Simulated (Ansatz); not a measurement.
# C2H7AlClN: a ladder of functionals and wavefunction methods

The task here is to estimate one member of a computed series from the others.

Program: Ansatz 0.2.0, Gaussian basis. Level of theory: functionals in def2-TZVPP, the program's frozen cores in correlated methods. These are calculated values, not measurements.

The runs, in order: LDA (SPW92), PBE-D4, revPBE-D4, BLYP-D4, r2SCAN-D4, B97M-V, PBE0-D4, B3LYP-D4, r2SCANh-D4, r2SCAN0-D4, HSE06-D4, BHLYP-D4, CAM-B3LYP-D4, LC-ωPBE, ωB97X-V, ωB97M-V, B2PLYP, PBE-QIDH; CCSD(T)/def2-SVP; CCSD(T)/def2-TZVPP; MP2/def2-QZVPP; extrapolation to the limit; RPA on PBE.

## Structure used throughout

An earlier PBE0-D4 in a triple-zeta def2 set relaxation fixed the geometry.

SMILES `C[NH][Al]([CH3])[Cl]`, 12 atoms, charge 0, spin multiplicity 1.

Atoms are counted from 1 here; the program's logs count them from 0.

Bond lengths: C1–N2 1.447 Å, C1–H6 1.096 Å, C1–H7 1.093 Å, C1–H8 1.096 Å, N2–Al3 1.762 Å, N2–H9 1.009 Å, Al3–C4 1.937 Å, Al3–Cl5 2.108 Å, C4–H10 1.094 Å, C4–H11 1.093 Å, C4–H12 1.094 Å. Angles: N2–C1–H6 112.3°, N2–C1–H7 110.1°, N2–C1–H8 112.3°, H6–C1–H7 107.0°, H6–C1–H8 107.7°, H7–C1–H8 107.0°, C1–N2–Al3 128.9°, C1–N2–H9 112.2°, Al3–N2–H9 118.9°, N2–Al3–C4 124.3°, N2–Al3–Cl5 115.1°, C4–Al3–Cl5 120.6°, Al3–C4–H10 110.7°, Al3–C4–H11 112.5°, Al3–C4–H12 110.7°, H10–C4–H11 108.0°, H10–C4–H12 106.8°, H11–C4–H12 108.0°.

As a file:

| atom | x (Å) | y (Å) | z (Å) |
| --- | --- | --- | --- |
| C1 | -1.4968 | 0.7499 | 0.8963 |
| N2 | -0.1824 | 1.1770 | 0.4681 |
| Al3 | 1.0626 | 0.2533 | -0.3691 |
| C4 | 0.8789 | -1.6029 | -0.8930 |
| Cl5 | 2.8345 | 1.3164 | -0.7872 |
| H6 | -2.2981 | 1.3310 | 0.4248 |
| H7 | -1.6584 | -0.2964 | 0.6256 |
| H8 | -1.6261 | 0.8242 | 1.9825 |
| H9 | 0.0003 | 2.1414 | 0.7029 |
| H10 | 1.0004 | -1.7129 | -1.9745 |
| H11 | -0.0924 | -2.0209 | -0.6186 |
| H12 | 1.6545 | -2.2153 | -0.4239 |

The first run:

File in.yaml:

```yaml
crystal:
  periodic: [false, false, false]
  atoms:
    - {symbol: C, position_ang: [-1.496809, 0.749895, 0.896260]}
    - {symbol: N, position_ang: [-0.182444, 1.176994, 0.468142]}
    - {symbol: Al, position_ang: [1.062592, 0.253305, -0.369084]}
    - {symbol: C, position_ang: [0.878936, -1.602885, -0.893025]}
    - {symbol: Cl, position_ang: [2.834519, 1.316362, -0.787220]}
    - {symbol: H, position_ang: [-2.298113, 1.331044, 0.424786]}
    - {symbol: H, position_ang: [-1.658448, -0.296389, 0.625565]}
    - {symbol: H, position_ang: [-1.626057, 0.824184, 1.982481]}
    - {symbol: H, position_ang: [0.000341, 2.141362, 0.702950]}
    - {symbol: H, position_ang: [1.000436, -1.712890, -1.974500]}
    - {symbol: H, position_ang: [-0.092421, -2.020923, -0.618563]}
    - {symbol: H, position_ang: [1.654467, -2.215257, -0.423892]}
basis:
  gaussian: {orbitals: def2-TZVPP}
hamiltonian: {xc: lda}
output: {orbitals: {seedname: orbitals}}
```

Steps of the session up to this table: LDA; PBE-D4 (GGA); revPBE-D4 (GGA); BLYP-D4 (GGA); r2SCAN-D4 (meta-GGA); B97M-V (meta-GGA); PBE0-D4 (hybrid); B3LYP-D4 (hybrid); r2SCANh-D4 (hybrid); r2SCAN0-D4 (hybrid); HSE06-D4 (hybrid); BHLYP-D4 (hybrid); CAM-B3LYP-D4 (range-separated); LC-ωPBE-D4 (range-separated; the results give it without D4); ωB97X-V (range-separated); ωB97M-V (range-separated); B2PLYP (double hybrid); PBE-QIDH (double hybrid).

One table of the session follows, with a row left open; its other results are not shown here.

It belongs to the step «Orbital energies across the functionals». 

| functional | HOMO (eV) | gap (eV) |
| --- | --- | --- |
| LDA (SPW92) | -5.74 | 4.80 |
| PBE-D4 | -5.60 | 4.85 |
| revPBE-D4 | ? | ? |
| BLYP-D4 | -5.48 | 4.78 |
| r2SCAN-D4 | -5.85 | 5.52 |
| B97M-V | -5.92 | 5.32 |
| PBE0-D4 | -6.92 | 6.96 |
| B3LYP-D4 | -6.69 | 6.46 |
| r2SCANh-D4 | -6.34 | 6.27 |
| r2SCAN0-D4 | -7.10 | 7.39 |
| HSE06-D4 | -6.51 | 6.19 |
| BHLYP-D4 | -8.17 | 8.87 |
| CAM-B3LYP-D4 | -8.33 | 9.19 |
| LC-ωPBE | -9.72 | 11.82 |
| ωB97X-V | -9.35 | 11.22 |
| ωB97M-V | -9.25 | 10.74 |

**Question.** Estimate the row for revPBE-D4.

As computed: HOMO (eV): -5.54; gap (eV): 4.91. In the column «HOMO (eV)» it lies between PBE-D4 (-5.60) and BLYP-D4 (-5.48).
